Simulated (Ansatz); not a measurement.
**AlFH₄SSi: a ladder of functionals and wavefunction methods**

An exercise on one series of results from a longer session: the logs are not shown, and one member is left open.

Computed with Ansatz 0.2.0, Gaussian basis. Level: functionals in def2-TZVPP, the program's frozen cores in correlated methods.

The runs, in order: LDA (SPW92), PBE-D4, revPBE-D4, BLYP-D4, r2SCAN-D4, B97M-V, PBE0-D4, B3LYP-D4, r2SCANh-D4, r2SCAN0-D4, HSE06-D4, BHLYP-D4, CAM-B3LYP-D4, LC-ωPBE, ωB97X-V, ωB97M-V, B2PLYP, PBE-QIDH; CCSD(T)/def2-SVP; CCSD(T)/def2-TZVPP; MP2/def2-QZVPP; extrapolation to the limit; RPA on PBE.

### The relaxed structure

All runs share one geometry, relaxed beforehand with PBE0-D4 in a triple-zeta def2 set.

SMILES `[F][AlH][S][SiH3]`, 8 atoms, charge 0, spin multiplicity 1.

Atoms are counted from 1 here; the program's logs count them from 0.

Bond lengths: F1–Al2 1.645 Å, Al2–S3 2.166 Å, Al2–H5 1.568 Å, S3–Si4 2.141 Å, Si4–H6 1.483 Å, Si4–H7 1.483 Å, Si4–H8 1.486 Å. Angles: F1–Al2–S3 115.4°, F1–Al2–H5 119.1°, S3–Al2–H5 125.5°, Al2–S3–Si4 99.7°, S3–Si4–H6 108.9°, S3–Si4–H7 108.9°, S3–Si4–H8 110.5°, H6–Si4–H7 109.4°, H6–Si4–H8 109.5°, H7–Si4–H8 109.5°.

As a file:

```
F     2.9383    1.6630    0.4594
Al    1.4564    1.1101    0.0055
S     0.8064   -0.7115    0.9816
Si   -1.1054   -0.9587    0.0489
H     0.6390    1.9097   -1.0671
H    -2.1558   -0.9464    1.0956
H    -1.1291   -2.2614   -0.6591
H    -1.3578    0.1381   -0.9206
```

Set-up of the first run:

in.yaml

```yaml
crystal:
  periodic: [false, false, false]
  atoms:
    - {symbol: F, position_ang: [2.938257, 1.663023, 0.459352]}
    - {symbol: Al, position_ang: [1.456446, 1.110084, 0.005537]}
    - {symbol: S, position_ang: [0.806409, -0.711466, 0.981556]}
    - {symbol: Si, position_ang: [-1.105356, -0.958669, 0.048941]}
    - {symbol: H, position_ang: [0.639000, 1.909706, -1.067132]}
    - {symbol: H, position_ang: [-2.155783, -0.946386, 1.095618]}
    - {symbol: H, position_ang: [-1.129120, -2.261435, -0.659059]}
    - {symbol: H, position_ang: [-1.357753, 0.138144, -0.920613]}
basis:
  gaussian: {orbitals: def2-TZVPP}
hamiltonian: {xc: lda}
output: {orbitals: {seedname: orbitals}}
```

Started as:

```console
$ ansatz run in.yaml --threads 2 --pin off --events-out ev --progress --plain --max-ram 4352MiB
```

Among the steps run: LDA; PBE-D4 (GGA); revPBE-D4 (GGA); BLYP-D4 (GGA); r2SCAN-D4 (meta-GGA); B97M-V (meta-GGA); B3LYP-D4 (hybrid); r2SCANh-D4 (hybrid); r2SCAN0-D4 (hybrid); HSE06-D4 (hybrid); BHLYP-D4 (hybrid); CAM-B3LYP-D4 (range-separated); LC-ωPBE (range-separated); ωB97X-V (range-separated); ωB97M-V (range-separated); B2PLYP (double hybrid); PBE-QIDH (double hybrid).

One of the session's tables, all rows but one given; the rest of the session is left out.

It belongs to the step «Frontier levels by functional». 

```
  functional  HOMO (eV)  gap (eV)
 LDA (SPW92)      -6.93      4.85
      PBE-D4      -6.83      4.99
   revPBE-D4      -6.79      5.06
     BLYP-D4      -6.65      4.93
   r2SCAN-D4      -7.12      5.59
      B97M-V      -7.24      5.51
     PBE0-D4      -8.00      6.91
    B3LYP-D4      -7.75      6.45
  r2SCANh-D4      -7.55      6.28
  r2SCAN0-D4      -8.20      7.29
    HSE06-D4      -7.61      6.15
    BHLYP-D4      -9.02      8.68
CAM-B3LYP-D4      -9.26      9.09
     LC-ωPBE     -10.65     11.57
     ωB97X-V     -10.30     11.10
     ωB97M-V          ?         ?
```

Estimate the missing values for ωB97M-V.

**Answer.** HOMO (eV): -10.14; gap (eV): 10.65. In the column «HOMO (eV)» it lies between ωB97X-V (-10.30) and CAM-B3LYP-D4 (-9.26).
